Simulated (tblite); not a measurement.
# C6H14OSi: the cost of one run

Programs: tblite 0.8.0 and PySCF 2.14.0, with density-fitted response routines of our own. Each step states its level of theory. These are calculated values for one molecule in the gas phase, unless marked as measured. Atoms are numbered from 0 throughout.

## 1. Starting geometry

22 atoms, charge 0, multiplicity 1; geometry from: force field or distance geometry start.

Bonds of the start (Å): C0–C1 1.51, C1–C2 1.50, C1–O3 1.35, O3–C4 1.37, C4–C5 1.53, C5–Si6 1.85, Si6–C7 1.85, C7–C4 1.54, C0–H8 1.13, C0–H9 1.11, C0–H10 1.11, C1–H11 1.12, C2–H12 1.12, C2–H13 1.09, C2–H14 1.13, C4–H15 1.10, C5–H16 1.10, C5–H17 1.10, Si6–H18 1.45, Si6–H19 1.47, C7–H20 1.12, C7–H21 1.10.

## 2. Relaxing the molecule with GFN2-xTB

Job settings and geometry (Å):

```
{"job": {"kind": "relax", "xc": "GFN2-xTB", "basis": "xTB"}, "charge": 0, "multiplicity": 1}
C     -2.434800    -0.030900    -0.719500
C     -1.471400    -0.092300     0.437500
C     -2.035900     0.529800     1.679400
O     -0.282700     0.391700     0.009000
C      0.796500    -0.446600    -0.058800
C      2.011400     0.092300     0.694200
Si     3.118300     0.014000    -0.782700
C      1.420600    -0.267600    -1.451700
H     -2.545200     1.064000    -0.957200
H     -1.949900    -0.491500    -1.601900
H     -3.425000    -0.462600    -0.482300
H     -1.346600    -1.179500     0.678400
H     -3.153200     0.403400     1.645900
H     -1.699300     0.091500     2.618100
H     -1.877000     1.641700     1.612400
H      0.679200    -1.503800     0.233900
H      2.381200    -0.540400     1.508300
H      1.757500     1.097900     1.065700
H      3.974400    -1.149000    -0.894800
H      3.739000     1.290300    -1.172700
H      1.061700     0.680100    -1.930800
H      1.271000    -1.113300    -2.131300
```

Command:

```
$ OMP_NUM_THREADS=1 python probes_run.py task.json out
```

One launch serves the whole session: the jobs run in the order shown.

**Question.** How long does this first job take on 1 thread of Intel Xeon at 2.50GHz, shared host, and how much memory does it need?

About 2.3 s, with a peak of 0.18 GiB.
